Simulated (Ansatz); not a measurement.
**Tl: a shear that moves c along a**

The task here is to estimate one member of a computed series from the others.

Computed with Ansatz 0.2.0 (DFT r2SCAN, scalar-relativistic, plane waves, PAW, unless a step's input says otherwise).

### Starting point

Symmetry: Im-3m, No. 229, cubic system. The conventional cell has a = 3.882 Å, b = 3.882 Å, c = 3.882 Å, α = 90.00°, β = 90.00°, γ = 90.00°. Around Tl (site symmetry m-3m) lie 8 Tl at 3.36 Å.

As a file:

```xyz
1
Lattice="-1.9410 1.9410 1.9410 1.9410 -1.9410 1.9410 1.9410 1.9410 -1.9410" Properties=species:S:1:pos:R:3 pbc="T T T"
Tl    0.0000    0.0000    0.0000
```

Source of the structure: the Crystallography Open Database.

Set-up of the first run:

(A quick probe on a coarse mesh, which set the mesh and smearing, is not shown.)

Contents of input.yaml:

```yaml
crystal:
  lattice:
    - [-1.941, 1.941, 1.941]
    - [1.941, -1.941, 1.941]
    - [1.941, 1.941, -1.941]
  atoms:
    - { symbol: Tl, position: [0.0, 0.0, 0.0] }
basis:
  ecutwfc: 500
kpoints:
  mp_grid: { grid: [16, 16, 16] }
hamiltonian:
  xc: r2scan
scf:
  occupations: { method: gaussian, width: 0.1 }
output:
  forces: true
  stress: true
  eigenvalues: true
relax:
  adjacent_minimum: "off"
  f_tol: 0.005
  max_steps: 80
  cell: { stress_tol: 0.05 }
```

Run with:

```console
$ ansatz run input.yaml --threads 1 --pin off --max-ram 2560MiB --backend cpu --events-out ev --progress --plain --runs-dir out
```

Steps of the session up to this table: Relaxing cell and atoms; The unstrained reference; The cell strained by +1.5 %; Strain +3.0 %; The cell strained by +4.5 %; Strain +6.0 %; Strain +9.0 %.

One of the session's tables, all rows but one given; the rest of the session is left out.

Lengths are those of the vectors of the cell that was run; stresses in GPa:

```
strain (%)  ΔE (meV/atom)  c (Å)
      +0.0            0.0  3.916
      +1.5            0.5  3.917
      +3.0            1.6  3.918
      +4.5              ?      ?
      +6.0            4.9  3.923
      +9.0           10.0  3.932
```

**Question.** Estimate the row for strain (%) = +4.5.

Worked estimate for «ΔE (meV/atom)». A straight line through the neighbours (3.0, 1.6) and (6.0, 4.9) gives 1.6 + (4.9 − 1.6) × (4.5 − 3.0) / (6.0 − 3.0) = 3.2; a parabola fitted to 4 rows on both sides gives 3.0.

**Answer.** ΔE (meV/atom): 3.0; c (Å): 3.920. In «ΔE (meV/atom)» the line misses by +0.2 and the parabola by 0.0.

ΔE is over the unstrained cell. Stress in GPa, positive in compression, on the Cartesian axes of the input. 
